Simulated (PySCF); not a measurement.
# Beryllium: the same states on changed settings

An exercise on one series of results from a longer session: the logs are not shown, and one member is left open.

The numbers are computed with PySCF 2.14.0 (unrestricted determinants in a Gaussian basis, no spin-orbit coupling in the energies), except any that are marked as measured or tabulated.

## The atom as given

| Quantity | Value |
| --- | --- |
| Element | beryllium (Z = 4) |
| Basis | cc-pVTZ (4s3p2d1f, 30 functions) |
| Hamiltonian | the non-relativistic Hamiltonian (point nucleus) |
| State 1 | Be: [He] 2s2, closed-shell 1S |
| State 2 | Be⁺: [He] 2s1, 2S determinant |
| Methods | MP2, CCSD(T) |
| Core shells frozen in the correlated runs | all electrons: nothing (for Be) |

Outer shells as boxes (Hund's rule):

Be [He] 2s2
```
[He] core
2s [↑↓]
```

Be+ [He] 2s1
```
[He] core
2s [↑ ]
```

The sound run (cc-pVTZ, the non-relativistic Hamiltonian (point nucleus), symmetry-adapted start, fine grid, valence correlation) gave:

| species | method | energy (hartree) |
| --- | --- | --- |
| Be | UHF | -14.57287 |
| Be | PBE0 | -14.63587 |
| Be | MN15 | -14.66029 |
| Be | MP2 (valence) | -14.60105 |
| Be | CCSD(T) (valence) | -14.61843 |
| Be⁺ | UHF | -14.27724 |
| Be⁺ | PBE0 | -14.30621 |
| Be⁺ | MN15 | -14.33166 |

One driver process ran all states and methods and kept the integrals in memory. Each run is shown as a PySCF script that sums up its settings (the driver passes frozen orbitals as a list and adds second-order terms of double hybrids); the logs are those of the runs themselves. The driver starts from symmetry-adapted Hartree-Fock orbitals, holds the occupation by maximum overlap and uses a logarithmic radial grid for functionals, so a plain start would take other cycles.

The first run:

It was started by

```sh
$ OMP_NUM_THREADS=1 python atomrun2.py TASK.json OUT
```

input.py reads:

```python
from pyscf import gto, scf, dft, mp, cc
import basis_set_exchange as bse
mol = gto.M(atom="Be 0 0 0", charge=0, spin=0, symmetry="D2h",
            basis=gto.basis.parse(bse.get_basis("cc-pVTZ", elements=["Be"], fmt="nwchem", header=False)))
mf = scf.UHF(mol)
mf.irrep_nelec = {'Ag': (2, 2)}
mf.kernel()
mp.UMP2(mf, frozen=0).kernel()
```

input.py reads:

```python
from pyscf import gto, scf, dft, mp, cc
import basis_set_exchange as bse
mol = gto.M(atom="Be 0 0 0", charge=0, spin=0, symmetry="D2h",
            basis=gto.basis.parse(bse.get_basis("cc-pVTZ", elements=["Be"], fmt="nwchem", header=False)))
mf = scf.UHF(mol)
mf.irrep_nelec = {'Ag': (2, 2)}
mf.kernel()
mycc = cc.CCSD(mf, frozen=0).run()
mycc.ccsd_t()
```

Steps of the session up to this table: Changed run, Be; Changed run, Be⁺, method by method.

One of the session's tables, all rows but one given; the rest of the session is left out.

Ionisation energy of Be:

```
 method  sound run (eV)
    UHF           8.045
    MP2           8.811
SCS-MP2               ?
   CCSD           9.284
CCSD(T)           9.284
```

**Question.** Estimate the row for SCS-MP2.

As computed: sound run (eV): 8.965. In the column «sound run (eV)» it lies between MP2 (8.811) and CCSD (9.284).
